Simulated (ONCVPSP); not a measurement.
# An ONCV potential for copper, from input to tests

Task: generate the file, and judge it by its errors in other configurations, its logarithmic derivatives, its ghosts and its cutoff.

The numbers are computed with ONCVPSP 4.0.1.1 (patched build) (LDA (Perdew-Wang 92), scalar-relativistic, spin-unpolarised reference atom).

### 1 Starting point

The settings as typed:

* element: copper (Cu, Z = 29)
* type: optimised norm-conserving Vanderbilt (ONCV)
* frozen core: [Ne]
* valence charge: 19
* reference configuration: 3s2 3p6 3d10 4s1
* partial waves: 3s+4s: rc 1.30 bohr, ncon 5, nbas 8, qcut 7.3 1/bohr, 2 projectors; 3p: rc 1.10 bohr, ncon 4, nbas 7, qcut 11.8 1/bohr, 2 projectors, debl 2.8 Ha; 3d: rc 1.25 bohr, ncon 4, nbas 8, qcut 14.5 1/bohr, 2 projectors, debl 1.6 Ha
* local potential: polynomial inside 0.95 bohr (lpopt 2, dvloc0 3 Ha)
* core correction: Teter function, fcfact 5.75, rcfact 1.05

The outer shells as boxes (Hund's rule for the drawing; the calculation is spin-unpolarised):

```
[Ne] core
3s [↑↓]
3p [↑↓][↑↓][↑↓]
3d [↑↓][↑↓][↑↓][↑↓][↑↓]
4s [↑ ]
```

An earlier all-electron run gives the scale for the radii.

All-electron outer shells of the reference configuration (LDA (PZ), scalar-relativistic, ld1.x):

| shell | level (eV) | outermost node (bohr) | outermost maximum (bohr) |
| --- | --- | --- | --- |
| 2p | -916.44 | – | 0.16 |
| 3s | -114.15 | 0.29 | 0.61 |
| 3p | -72.03 | 0.26 | 0.62 |
| 3d | -5.32 | – | 0.60 |
| 4s | -4.87 | 0.89 | 2.24 |
| 4p | -0.79 | 0.98 | 3.52 |

### 2 The generation run

Input file Cu.dat:

```
# ATOM AND REFERENCE CONFIGURATION
# atsym  z   nc   nv     iexc    psfile
  Cu 29.00    3    4  -001012      upf
#
#   n    l    f
    1    0    2.00
    2    0    2.00
    2    1    6.00
    3    0    2.00
    3    1    6.00
    3    2   10.00
    4    0    1.00
#
# PSEUDOPOTENTIAL AND OPTIMIZATION
# lmax
    2
#
#   l,   rc,      ep,       ncon, nbas, qcut
    0    1.30    0.00    5    8    7.30
    1    1.10    0.00    4    7   11.80
    2    1.25    0.00    4    8   14.50
#
# LOCAL POTENTIAL
# lloc, lpopt,  rc(5),   dvloc0
    4    2    0.95    3.00
#
# VANDERBILT-KLEINMAN-BYLANDER PROJECTORs
# l, nproj, debl
    0    2    0.60
    1    2    2.80
    2    2    1.60
#
# MODEL CORE CHARGE
# icmod, fcfact, rcfact
    3    5.75    1.05
#
# LOG DERIVATIVE ANALYSIS
# epsh1, epsh2, depsh
   -6.00    5.00    0.04
#
# OUTPUT GRID
# rlmax, drl
    6.00    0.01
#
# TEST CONFIGURATIONS
# ncnf
    4
# nvcnf
#   n    l    f
    4
    3    0    2.00
    3    1    6.00
    3    2   10.00
    4    0    0.00
#
    4
    3    0    2.00
    3    1    6.00
    3    2    9.00
    4    0    0.00
#
    4
    3    0    2.00
    3    1    6.00
    3    2    8.00
    4    0    0.00
#
    4
    3    0    2.00
    3    1    6.00
    3    2    9.00
    4    0    1.00
#
```

The run is started by

```console
$ oncvpsp.x < Cu.dat > Cu.out
```

Before running it: what results should come out? Wanted: cutoffs for 1 and 0.1 mHa per electron, occupied waves; bound ghosts; GHOST(+) flags; largest test error; largest phase difference near zero energy, channels read; rms error of d²Exc/dn², without and with the model core.

The runs gave:

| quantity | value |
| --- | --- |
| cutoffs for 1 and 0.1 mHa per electron, occupied waves | 72 Ha and 88 Ha |
| bound ghosts | none found |
| GHOST(+) flags | none at low energy |
| largest test error (AE − PS) | +4.1 meV, for 3s2 3p6 3d9 4s1 (1 test unsolved) |
| largest phase difference near zero energy, channels read | 0.000 rad |
| rms error of d²Exc/dn², without and with the model core | 3.03 and 1.25 mHa |

**Reading.** The worst unpolarised test, 3s2 3p6 3d9 4s1, is off by 4.1 meV on 11.9 eV; by total energies transferability rates as very good where solved. Of the tests 1 gave no usable energy difference, which is a warning in itself. The potential is very hard: the looser tolerance needs 72 Ha. At the looser tolerance the 3d wave is the slowest; 3p needs 47 Ha. No bound ghost shows below the valence levels. Near zero energy the phases of the channels with partial waves agree within 0.001 rad. All of this concerns the isolated atom, not yet a solid.
